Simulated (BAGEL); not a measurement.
**C3H3Se− (SMILES C#CC[Se-]) at RI-MP2/6-31G(d) (density fitting with qzvpp-jkfit, spherical functions)**

Aim: the energy change on altering one bond length of C3H3Se− at RI-MP2/6-31G* (density fitting with qzvpp-jkfit, spherical functions), from 2 runs. 

The results are computed with BAGEL 1.2.2.

4 further runs of the same task are left out: 4 that didn't finish. Runs told in other sessions of the task aren't counted.

**1. The system as given**

C3H3Se−: 7 atoms, total charge -1, spin state singlet. As SMILES, `C#CC[Se-]`. Geometry: a GFN2-xTB relaxation, a rough one for these elements and not checked as a minimum.

Bond lengths: C1–C2 1.199 Å, C2–C3 1.432 Å, C3–Se4 1.983 Å, C1–H5 1.050 Å, C3–H6 1.093 Å, C3–H7 1.093 Å. Angles: C1–C2–C3 177.8°, C2–C3–Se4 112.8°, C2–C1–H5 179.5°, C2–C3–H6 110.8°, C2–C3–H7 110.7°, Se4–C3–H6 106.2°, Se4–C3–H7 106.2°, H6–C3–H7 110.0°.

**2. The energy at RI-MP2/6-31G(d) (density fitting with qzvpp-jkfit, spherical functions)**

Input file input.json:

```json
{ "bagel": [

{
  "title": "molecule",
  "basis": "6-31gs.json",
  "df_basis": "qzvpp-jkfit",
  "angstrom": true,
  "geometry": [
    { "atom": "C", "xyz": [      -1.358030,       0.839390,      -0.709270 ] },
    { "atom": "C", "xyz": [      -0.370480,       0.358250,      -0.229680 ] },
    { "atom": "C", "xyz": [       0.782820,      -0.263250,       0.348340 ] },
    { "atom": "Se", "xyz": [       0.496370,      -2.181700,       0.761930 ] },
    { "atom": "H", "xyz": [      -2.228230,       1.253620,      -1.125000 ] },
    { "atom": "H", "xyz": [       1.630640,      -0.223050,      -0.340380 ] },
    { "atom": "H", "xyz": [       1.046910,       0.216750,       1.294060 ] }
  ]
},

{ "title": "hf", "charge": -1 },

{ "title": "mp2", "charge": -1, "ncore": 12 }

]}
```

The basis set 6-31G* is read from a file made from the Basis Set Exchange's data (not shown).

Started as:

```sh
BAGEL_NUM_THREADS=1 BAGEL input.json > input.out
```

The log of the run:

```text
* using 1 threads per process

  ===============================================================
  ===============================================================

  *** Geometry ***

  { "atom" : "C", "xyz" : [     -2.566305,      1.586217,     -1.340326 ] },
  { "atom" : "C", "xyz" : [     -0.700106,      0.676994,     -0.434032 ] },
  { "atom" : "C", "xyz" : [      1.479315,     -0.497470,      0.658267 ] },
  { "atom" : "Se", "xyz" : [      0.938003,     -4.122815,      1.439839 ] },
  { "atom" : "H", "xyz" : [     -4.210744,      2.368998,     -2.125942 ] },
  { "atom" : "H", "xyz" : [      3.081463,     -0.421503,     -0.643225 ] },
  { "atom" : "H", "xyz" : [      1.978373,      0.409598,      2.445419 ] },

  Number of auxiliary basis functions:      545

  Since a DF basis is specified, we compute 2- and 3-index integrals:
    o Being stored without compression. Storage requirement is 0.028 GB

  Number of basis functions:       80
  Number of electrons      :       55

    * METHOD: MOLECULE                             0.34

  *** RHF ***

  === Nuclear Repulsion ===
   191.4803937926

      * DIIS with orbital gradients will be used.

  === RHF iteration (6-31gs.json) ===
      0      -2514.69114119          0.01429090           0.10
      1      -2514.81533361          0.00645985           0.09
      2      -2514.83070821          0.00167631           0.09
      3      -2514.83200949          0.00037358           0.09
      4      -2514.83211971          0.00015553           0.09
      5      -2514.83213684          0.00006955           0.09
      6      -2514.83214226          0.00003275           0.09
      7      -2514.83214423          0.00001096           0.09
      8      -2514.83214446          0.00000508           0.09
      9      -2514.83214452          0.00000204           0.09
     10      -2514.83214453          0.00000059           0.09
     11      -2514.83214453          0.00000023           0.09
     12      -2514.83214453          0.00000009           0.09
     13      -2514.83214453          0.00000004           0.09
     14      -2514.83214453          0.00000002           0.09
     15      -2514.83214453          0.00000001           0.09
    * SCF iteration converged.

    * Permanent dipole moment:
           (    0.048165,    -1.264359,     0.354541) a.u.

    * METHOD: HF                                   1.74

  *** RHF ***

  === Nuclear Repulsion ===
   191.4803937926

      * DIIS with orbital gradients will be used.

  === RHF iteration (6-31gs.json) ===
      0      -2514.83214453          0.00000001           0.09
    * SCF iteration converged.

    * Permanent dipole moment:
           (    0.048164,    -1.264359,     0.354540) a.u.

  === DF-MP2 calculation ===

    * freezing 12 orbitals
    * 3-index integral transformation done
    * assembly done

      MP2 correlation energy:   -0.6291352677      0.05

      MP2 total energy:       -2515.4612797950

    * METHOD: MP2                                  0.25

  ===============================================================
```

Wall time 2.5 s (1 thread of Arm Neoverse V1, shared host); peak memory 0.13 GiB.

**3. The distorted shape, same level**

Input file calc.json:

```json
{ "bagel" : [

{
  "title" : "molecule",
  "basis" : "6-31gs.json",
  "df_basis" : "qzvpp-jkfit",
  "angstrom" : "true",
  "geometry" : [
    { "atom" : "C", "xyz" : [   -1.437250,    0.695403,   -0.992961 ] },
    { "atom" : "C", "xyz" : [   -0.449700,    0.214263,   -0.513371 ] },
    { "atom" : "C", "xyz" : [    0.703600,   -0.407237,    0.064649 ] },
    { "atom" : "Se", "xyz" : [    0.417150,   -2.325687,    0.478239 ] },
    { "atom" : "H", "xyz" : [   -2.307450,    1.109633,   -1.408691 ] },
    { "atom" : "H", "xyz" : [    1.551420,   -0.367037,   -0.624071 ] },
    { "atom" : "H", "xyz" : [    1.046910,    0.216750,    1.294060 ] }
  ]
},
{ "title" : "hf", "charge" : -1 },
{ "title" : "mp2", "charge" : -1, "ncore" : 12 }

]}
```

The basis set 6-31G* is read from a file made from the Basis Set Exchange's data (not shown).

Started as:

```sh
BAGEL_NUM_THREADS=1 BAGEL calc.json > calc.out
```

The log of the run:

```text
* using 1 threads per process

  ===============================================================
  ===============================================================

  *** Geometry ***

  { "atom" : "C", "xyz" : [     -2.716009,      1.314121,     -1.876424 ] },
  { "atom" : "C", "xyz" : [     -0.849810,      0.404898,     -0.970131 ] },
  { "atom" : "C", "xyz" : [      1.329611,     -0.769566,      0.122169 ] },
  { "atom" : "Se", "xyz" : [      0.788299,     -4.394911,      0.903741 ] },
  { "atom" : "H", "xyz" : [     -4.360449,      2.096902,     -2.662040 ] },
  { "atom" : "H", "xyz" : [      2.931759,     -0.693599,     -1.179323 ] },
  { "atom" : "H", "xyz" : [      1.978373,      0.409598,      2.445419 ] },

  Number of auxiliary basis functions:      545

  Since a DF basis is specified, we compute 2- and 3-index integrals:
    o Being stored without compression. Storage requirement is 0.028 GB

  Number of basis functions:       80
  Number of electrons      :       55

    * METHOD: MOLECULE                             0.34

  *** RHF ***

  === Nuclear Repulsion ===
   189.9438500301

      * DIIS with orbital gradients will be used.

  === RHF iteration (6-31gs.json) ===
      0      -2514.63712773          0.01464457           0.10
      1      -2514.77103548          0.00673873           0.10
      2      -2514.78864820          0.00173787           0.10
      3      -2514.79024302          0.00040715           0.09
      4      -2514.79040016          0.00014627           0.09
      5      -2514.79042605          0.00008166           0.10
      6      -2514.79043190          0.00004037           0.09
      7      -2514.79043455          0.00001232           0.10
      8      -2514.79043484          0.00000603           0.10
      9      -2514.79043492          0.00000239           0.10
     10      -2514.79043493          0.00000081           0.10
     11      -2514.79043493          0.00000032           0.10
     12      -2514.79043493          0.00000014           0.10
     13      -2514.79043493          0.00000007           0.09
     14      -2514.79043493          0.00000003           0.09
     15      -2514.79043493          0.00000001           0.10
     16      -2514.79043493          0.00000001           0.10
    * SCF iteration converged.

    * Permanent dipole moment:
           (    0.138395,    -1.112730,     0.491288) a.u.

    * METHOD: HF                                   1.90

  *** RHF ***

  === Nuclear Repulsion ===
   189.9438500301

      * DIIS with orbital gradients will be used.

  === RHF iteration (6-31gs.json) ===
      0      -2514.79043493          0.00000000           0.10
    * SCF iteration converged.

    * Permanent dipole moment:
           (    0.138395,    -1.112730,     0.491288) a.u.

  === DF-MP2 calculation ===

    * freezing 12 orbitals
    * 3-index integral transformation done
    * assembly done

      MP2 correlation energy:   -0.6342980925      0.05

      MP2 total energy:       -2515.4247330245

    * METHOD: MP2                                  0.26

  ===============================================================
```

Run time: 2.6 s. Hardware: 1 thread of Arm Neoverse V1, shared host; peak memory 0.13 GiB.

**4. What came out**

Level: RI-MP2/6-31G* (density fitting with qzvpp-jkfit, spherical functions), 12 core orbitals frozen.

| quantity | value |
| --- | --- |
| first shape: total energy | -2515.46128 Eh |
| first shape: correlation energy (12 core orbitals frozen) | -629.1 mEh |
| distorted shape: total energy | -2515.42473 Eh |
| distorted shape: correlation energy (12 core orbitals frozen) | -634.3 mEh |
| energy change with the C3–H7 bond stretched from 1.093 to 1.421 Å | 0.994 eV |

In words: With the C3–H7 bond stretched from 1.093 to 1.421 Å the energy rises by 0.99 eV (96.0 kJ/mol). The first shape isn't relaxed at this level, so the change isn't measured from a minimum.
